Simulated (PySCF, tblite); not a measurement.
**C3H9BO2PSi radical: geometry, infrared bands and EPR parameters**

Aim: predict the infrared bands and EPR parameters of C3H9BO2PSi radical (`BP[Si]1OCCCO1`).

The runs use tblite 0.8.0 and PySCF 2.14.0, with density-fitted response routines of our own; the level of theory stands in each step. All values are computed, except where a source is named. Atoms count from 0, in the outputs and in this text.

## (1) Starting geometry

17 atoms, charge 0, multiplicity 2; geometry from: force field or distance geometry start.

Bonds of the start (Å): B0–P1 1.92, P1–Si2 2.19, Si2–O3 1.75, O3–C4 1.41, C4–C5 1.55, C5–C6 1.54, C6–O7 1.42, O7–Si2 1.73, B0–H8 1.18, B0–H9 1.18, P1–H10 1.45, C4–H11 1.11, C4–H12 1.11, C5–H13 1.10, C5–H14 1.11, C6–H15 1.13, C6–H16 1.11.

## (2) Optimising the geometry with GFN2-xTB

The job: settings as JSON, then the geometry in Å.

```
{"job": {"kind": "relax", "xc": "GFN2-xTB", "basis": "xTB"}, "charge": 0, "multiplicity": 2}
B      2.967100    -0.260800    -0.753600
P      2.812000    -0.510500     1.144600
Si     0.637000    -0.232100     1.194000
O      0.217300     1.240400     0.347900
C     -1.183400     1.281400     0.193900
C     -1.727100     0.085700    -0.619600
C     -1.501600    -1.216900     0.163300
O     -0.128500    -1.521700     0.339300
H      2.550400    -1.085500    -1.489700
H      3.377600     0.756400    -1.177700
H      3.115900     0.866800     1.476400
H     -1.702300     1.361800     1.172600
H     -1.430000     2.211600    -0.364100
H     -2.805700     0.226100    -0.798400
H     -1.209900     0.036700    -1.598200
H     -2.027400    -1.183100     1.163300
H     -1.968300    -2.044200    -0.403900
```

Command:

```bash
$ OMP_NUM_THREADS=1 python probes_run.py task.json out
```

The driver reads the jobs from task.json and runs them one after another.

The log of the run:

```text
step      E/eV     max force
  0    -670.56626    2.251
  1    -670.80635    1.507
  2    -670.96206    1.164
  3    -670.99091    0.683
  4    -671.02518    0.308
  5    -671.03772    0.296
  6    -671.06055    0.301
  7    -671.06911    0.195
  8    -671.07626    0.203
  9    -671.08322    0.235
 10    -671.09291    0.302
 11    -671.10305    0.261
 12    -671.11199    0.216
 13    -671.11901    0.254
 14    -671.12582    0.226
 15    -671.13265    0.226
 16    -671.13817    0.172
 17    -671.14216    0.152
 18    -671.14577    0.176
 19    -671.14984    0.233
 20    -671.15424    0.236
 21    -671.15879    0.175
 22    -671.16334    0.173
 23    -671.16751    0.190
 24    -671.17138    0.158
 25    -671.17558    0.204
 26    -671.18043    0.233
 27    -671.18526    0.207
 28    -671.18889    0.122
 29    -671.19080    0.084
 30    -671.19187    0.078
 31    -671.19324    0.083
 32    -671.19539    0.122
 33    -671.19825    0.136
 34    -671.20104    0.121
 35    -671.20350    0.122
 36    -671.20619    0.160
 37    -671.20961    0.159
 38    -671.21467    0.181
 39    -671.22133    0.151
 40    -671.22483    0.144
 41    -671.22767    0.139
 42    -671.22949    0.111
 43    -671.23107    0.118
 44    -671.23267    0.110
 45    -671.23399    0.080
 46    -671.23487    0.063
 47    -671.23567    0.062
 48    -671.23646    0.068
 49    -671.23718    0.090
 50    -671.23805    0.094
 51    -671.23928    0.101
 52    -671.24089    0.102
 53    -671.24252    0.098
 54    -671.24372    0.097
 55    -671.24453    0.083
 56    -671.24539    0.080
 57    -671.24649    0.083
 58    -671.24776    0.094
 59    -671.24903    0.126
 60    -671.25044    0.102
 61    -671.25179    0.069
 62    -671.25242    0.067
 63    -671.25310    0.060
 64    -671.25379    0.065
 65    -671.25457    0.062
 66    -671.25517    0.047
 67    -671.25551    0.053
 68    -671.25572    0.039
 69    -671.25596    0.042
 70    -671.25622    0.043
 71    -671.25645    0.048
 72    -671.25667    0.042
 73    -671.25696    0.044
 74    -671.25740    0.055
 75    -671.25799    0.071
 76    -671.25866    0.078
 77    -671.25942    0.077
 78    -671.26047    0.083
 79    -671.26208    0.099
 80    -671.26418    0.124
 81    -671.26640    0.123
 82    -671.26833    0.103
 83    -671.26963    0.104
 84    -671.27074    0.096
 85    -671.27175    0.060
 86    -671.27251    0.046
 87    -671.27279    0.046
 88    -671.27309    0.032
 89    -671.27323    0.033
 90    -671.27334    0.025
 91    -671.27344    0.025
 92    -671.27358    0.029
 93    -671.27382    0.037
 94    -671.27420    0.053
 95    -671.27470    0.051
 96    -671.27524    0.059
 97    -671.27580    0.064
 98    -671.27646    0.068
 99    -671.27748    0.079
100    -671.27791    0.110
101    -671.27927    0.067
102    -671.27997    0.049
103    -671.28060    0.053
104    -671.28117    0.052
105    -671.28197    0.077
106    -671.28233    0.049
107    -671.28277    0.043
108    -671.28321    0.045
109    -671.28352    0.079
110    -671.28408    0.046
111    -671.28470    0.050
112    -671.28530    0.054
113    -671.28593    0.063
114    -671.28656    0.096
115    -671.28726    0.080
116    -671.28869    0.059
117    -671.28964    0.075
118    -671.29154    0.093
119    -671.29308    0.087
120    -671.29466    0.080
121    -671.29603    0.077
122    -671.29737    0.078
123    -671.29850    0.078
124    -671.29945    0.084
125    -671.30045    0.091
126    -671.30166    0.094
127    -671.30321    0.121
128    -671.30456    0.116
129    -671.30589    0.086
130    -671.30679    0.084
131    -671.30773    0.079
132    -671.30907    0.081
133    -671.31182    0.122
134    -671.31453    0.186
135    -671.31734    0.200
136    -671.31946    0.238
137    -671.32303    0.095
138    -671.32546    0.095
139    -671.33173    0.203
140    -671.33582    0.116
141    -671.33911    0.166
142    -671.34137    0.105
143    -671.34222    0.106
144    -671.34349    0.093
145    -671.34456    0.080
146    -671.34591    0.118
147    -671.34647    0.128
148    -671.34780    0.049
149    -671.34855    0.088
150    -671.34932    0.079
151    -671.34986    0.059
152    -671.35029    0.052
153    -671.35055    0.051
154    -671.35079    0.046
155    -671.35113    0.041
156    -671.35147    0.051
157    -671.35205    0.057
158    -671.35301    0.050
159    -671.35353    0.044
160    -671.35406    0.050
161    -671.35442    0.045
162    -671.35468    0.068
163    -671.35507    0.046
164    -671.35541    0.045
165    -671.35621    0.059
166    -671.35659    0.056
167    -671.35763    0.043
168    -671.35841    0.059
169    -671.35862    0.066
170    -671.35913    0.052
171    -671.35937    0.044
172    -671.35966    0.038
173    -671.35982    0.027
174    -671.35992    0.016
175    -671.35996    0.012
176    -671.35997    0.008
```

Wall time 1.3 s (1 thread of Arm Neoverse V2, shared host).

Relaxation path: (not every step is listed)

```
step  energy from step 0 (eV)  largest force (eV/Å)
   0                   0.0000                2.2513
   1                  -0.2401                1.5066
   2                  -0.3958                1.1642
   3                  -0.4246                0.6832
   4                  -0.4589                0.3083
   5                  -0.4715                0.2963
   6                  -0.4943                0.3012
   7                  -0.5028                0.1950
   8                  -0.5100                0.2027
  24                  -0.6051                0.1576
  40                  -0.6586                0.1440
  56                  -0.6791                0.0803
  72                  -0.6904                0.0422
  88                  -0.7068                0.0322
 104                  -0.7149                0.0522
 120                  -0.7284                0.0803
 136                  -0.7532                0.2381
 152                  -0.7840                0.0518
 168                  -0.7921                0.0594
 171                  -0.7931                0.0445
 172                  -0.7934                0.0375
 173                  -0.7936                0.0266
 174                  -0.7937                0.0162
 175                  -0.7937                0.0121
 176                  -0.7937                0.0078
```

Distances of close pairs at the start and the end, largest changes first:

```
  bond  before (Å)  after (Å)  change (Å)
Si2–O3       1.749      1.638      -0.112
Si2–O7       1.726      1.635      -0.091
 B0–P1       1.921      1.835      -0.086
P1–H10       1.449      1.382      -0.066
P1–Si2       2.193      2.239      +0.046
C6–H15       1.130      1.098      -0.033
 C4–C5       1.545      1.524      -0.021
C4–H12       1.112      1.095      -0.017
```

The end geometry stands in the next job.

## (3) Harmonic vibrations with GFN2-xTB

The job: settings as JSON, then the geometry in Å.

```
{"job": {"kind": "ir", "xc": "GFN2-xTB", "basis": "xTB"}, "charge": 0, "multiplicity": 2}
B      3.615621     0.746388    -0.583853
P      2.450842    -0.641760    -0.297011
Si     0.699060     0.077646     0.897296
O     -0.115083     1.199275     0.025177
C     -1.479636     1.107350    -0.279519
C     -1.926272    -0.334573    -0.486227
C     -1.684418    -1.148885     0.778189
O     -0.332469    -1.166255     1.148714
H      3.258400     1.647006    -1.238467
H      4.729976     0.663227    -0.241141
H      3.056246    -1.343782     0.728564
H     -2.054273     1.563464     0.537080
H     -1.641953     1.695288    -1.189212
H     -2.984369    -0.360794    -0.746457
H     -1.344559    -0.769099    -1.301781
H     -2.268063    -0.731380     1.608615
H     -1.986047    -2.191085     0.630124
```

The log of the run:

```text
mode    cm-1     km/mol
  1      31.8      1.07
  2      57.0      4.14
  3      83.6      0.53
  4     122.4      0.48
  5     139.9      1.34
  6     191.6      8.16
  7     246.4     11.71
  8     296.3      2.07
  9     352.3     25.64
 10     406.1      5.83
 11     461.8     10.88
 12     568.7     18.43
 13     588.0      9.72
 14     719.7     23.98
 15     734.4    104.61
 16     739.8     85.18
 17     765.5    126.98
 18     785.9     20.69
 19     877.4      9.96
 20     902.1     55.37
 21     902.9     11.83
 22     938.2     15.63
 23    1006.6     39.74
 24    1113.1      4.38
 25    1113.5      9.79
 26    1129.0    398.66
 27    1156.1     78.82
 28    1181.2      3.70
 29    1209.0     16.17
 30    1246.8      7.97
 31    1320.1      2.63
 32    1335.9      4.45
 33    1336.6     16.50
 34    1454.8      5.55
 35    1474.0      0.15
 36    1483.7      1.03
 37    2341.9    146.14
 38    2631.5    121.45
 39    2671.8    105.88
 40    2897.0      6.82
 41    2901.4     86.15
 42    2937.0     42.39
 43    2938.5     42.27
 44    2987.2     29.10
 45    3000.6     42.76
```

Wall time 0.6 s (1 thread of Arm Neoverse V2, shared host).

Which atoms move in the most intense modes:

```
cm⁻¹  km/mol                               atoms
 734   104.6           H8 36 %, H9 34 %, B0 26 %
 740    85.2          Si2 29 %, O7 24 %, O3 11 %
 766   127.0          Si2 38 %, O3 15 %, O7 14 %
1129   398.7  O3 22 %, C4 22 %, O7 21 %, C6 20 %
2342   146.1                            H10 97 %
2632   121.5                    H9 51 %, H8 45 %
2672   105.9           H8 47 %, H9 41 %, B0 11 %
2901    86.2                  H15 65 %, H11 20 %
```

## (4) EPR parameters: B3LYP/pcH-1

Same as in step 3 but for these lines:

```diff
@@ -1,2 +1,2 @@
-{"job": {"kind": "ir", "xc": "GFN2-xTB", "basis": "xTB"}, "charge": 0, "multiplicity": 2}
+{"job": {"kind": "epr", "basis": "pcH-1"}, "charge": 0, "multiplicity": 2}
 B      3.615621     0.746388    -0.583853
```

Level: UKS B3LYP, pcH-1 on B C H O P Si, non-relativistic, mean-field spin-orbit, GIAO.

The log of the run:

```text
UKS, coarse grid
  cycle   1  E = -925.74464306  |g| = 7.26e-01
  cycle   2  E = -925.39509268  |g| = 1.21e+00
  cycle   3  E = -925.93014037  |g| = 1.05e-01
  cycle   4  E = -925.93383524  |g| = 5.42e-02
  cycle   5  E = -925.93557310  |g| = 1.25e-02
  cycle   6  E = -925.93566501  |g| = 5.55e-03
  cycle   7  E = -925.93568183  |g| = 2.03e-03
  cycle   8  E = -925.93568572  |g| = 1.17e-03
  cycle   9  E = -925.93568643  |g| = 3.19e-04
UKS, final grid
  cycle   1  E = -925.93574826  |g| = 4.61e-04
  cycle   2  E = -925.93574810  |g| = 7.80e-04
  cycle   3  E = -925.93574837  |g| = 7.99e-05
  cycle   4  E = -925.93574837  |g| = 2.81e-05
E = -925.93574837 Eh   <S^2> = 0.7540 (exact 0.7500)
g shifts (ppm)      1          2          3
  rmc          -185       -185       -185
  gc             54         56         39
  oz_so       -2582       -634         88
  total       -2714       -763        -58
hyperfine (MHz)  atom isotope    a_iso     a_fc   dipolar eigenvalues
    0   11B       5.15       5.23     -5.67     -4.32     10.00
    1   31P      99.20      99.65    -73.58    -61.22    134.80
    2  29Si    -830.29    -830.98   -107.17     50.33     56.84
    3   17O     -37.41     -37.33    -24.26     11.85     12.42
    4   13C      -1.71      -1.72     -1.22     -0.99      2.21
    5   13C       0.38       0.37     -0.46     -0.36      0.82
    6   13C       0.01       0.01     -1.53     -1.36      2.89
    7   17O     -56.86     -56.77    -23.84     11.58     12.26
    8    1H      -5.92      -5.90     -3.19     -0.01      3.21
    9    1H      -3.87      -3.85     -3.46     -0.51      3.97
   10    1H      -5.66      -5.67     -4.91     -0.12      5.03
   11    1H       3.87       3.87     -1.93     -1.38      3.31
   12    1H       6.49       6.49     -1.57     -0.84      2.41
   13    1H       4.01       4.01     -0.75     -0.65      1.40
   14    1H      -0.30      -0.30     -1.16     -0.98      2.14
   15    1H       2.40       2.40     -1.98     -1.39      3.37
   16    1H       6.67       6.67     -1.68     -0.80      2.48
```

It took 2 min on 1 thread of Arm Neoverse V2, shared host; peak memory 1.1 GiB.

Principal g values 1.99961, 2.00156, 2.00226; g(iso) = 2.00114, against 2.00232 for a free electron.

Mean a(iso) over the nuclei that a row names, and the largest dipolar term of the row (other rows stand at the frozen geometry):

```
            nuclei  isotope  a(iso) (MHz)  a(iso) (G, at g = 2.0023)  largest dipolar term (MHz)
               Si2     29Si        -830.3                     -296.3                      -107.2
                P1      31P          99.2                       35.4                       134.8
            O3, O7      17O         -47.1                      -16.8                       -24.3
               H10       1H          -5.7                       -2.0                         5.0
                B0      11B           5.1                        1.8                        10.0
            H8, H9       1H          -4.9                       -1.7                         4.0
H11, H12, H15, H16       1H           4.9                        1.7                         3.4
          H13, H14       1H           1.9                        0.7                         2.1
            C4, C6      13C          -0.8                       -0.3                         2.9
                C5      13C           0.4                        0.1                         0.8
```

Mulliken spin populations:

B0 0.11; P1 0.14; Si2 0.66; O3 0.05; C4 0.00; C5 0.00; C6 0.00; O7 0.04; H8 -0.01; H9 -0.01; H10 0.00; H11 0.01; H12 0.00; H13 0.00; H14 0.00; H15 0.00; H16 0.00

In first order the couplings over 0.8 MHz of 31P, 1H, 11B give 306 distinct lines over 54.7 G, if the averaged nuclei exchange fast.

The fields below are evaluated on a grid from the run's orbitals.

ELF in a plane through or near 7 of the atoms.

Values, 10 rows by 14 columns:
```
0.00 0.00 0.00 0.00 0.00 0.00 0.00 0.00 0.00 0.00 0.00 0.00 0.00 0.00
0.00 0.00 0.00 0.00 0.00 0.00 0.00 0.01 0.10 0.00 0.00 0.00 0.00 0.00
0.00 0.00 0.00 0.68 0.74 0.00 0.00 0.09 0.99 0.26 0.00 0.00 0.00 0.00
0.00 0.00 0.06 0.99 1.00 0.00 0.59 0.22 0.92 0.11 0.01 0.00 0.00 0.00
0.00 0.21 0.90 0.33 0.65 0.05 0.46 0.68 0.78 0.38 0.53 0.00 0.00 0.00
0.00 0.62 1.00 0.77 0.94 0.76 0.31 0.15 0.46 0.54 0.07 0.00 0.00 0.00
0.00 0.04 0.52 0.05 0.75 0.51 0.32 0.84 0.61 0.54 0.02 0.00 0.00 0.00
0.00 0.00 0.00 0.30 1.00 0.58 0.02 0.85 0.12 0.94 0.08 0.00 0.00 0.00
0.00 0.00 0.00 0.04 0.68 0.10 0.00 0.08 0.00 0.19 0.00 0.00 0.00 0.00
0.00 0.00 0.00 0.00 0.00 0.00 0.00 0.00 0.00 0.00 0.00 0.00 0.00 0.00
```
The map spans 14.8 Å across and 9.7 Å up, centred on the molecule. Atoms in the plane (x, y in Å): B0 (-3.7, 0.4), C4 (1.3, 1.3), C6 (1.9, -1.1), H8 (-3.5, 1.5), H9 (-4.8, 0.0), H10 (-2.8, -2.0), H12 (1.3, 2.3).

On the surface of density 0.002 e/bohr³ the electrostatic potential runs, from the 1st to the 99th percentile, from -1.13 V near O3 to 1.11 V near H13.

The spin density lies nearest to Si2 55 %; P1 15 %; B0 8 %; O3, O7 about 7 % each.

## (5) What came out

```
                                 quantity                    value
strongest single infrared mode (GFN2-xTB)    1129 cm⁻¹, 399 km/mol
             zero-point energy (GFN2-xTB)            76.9 kcal/mol
                           g(iso) (B3LYP)                  2.00114
                                     ⟨S²⟩       0.754 (exact 0.75)
       largest a(iso) (averaged by class)  29Si on Si2, -830.3 MHz
    surface potential, 1st and 99th percentile       -1.13 V and 1.11 V
```

What this shows: The optimisation took 176 steps and gained 0.794 eV; among the close pairs (by a distance rule), Si2–O3 changed most, from 1.749 to 1.638 Å. All 45 modes are real, so the xTB geometry is a minimum. The strongest single mode, at 1129 cm⁻¹, has its largest shares on O3, C4, O7 and C6 (the list is cut at 4 atoms). Unscaled tight-binding wavenumbers are off by several per cent, some by more. Its intensities can rank the bands wrongly. Most of the unpaired spin sits on Si2 (0.66 e). The isotropic g lies 1.2 ppt below the free-electron value.
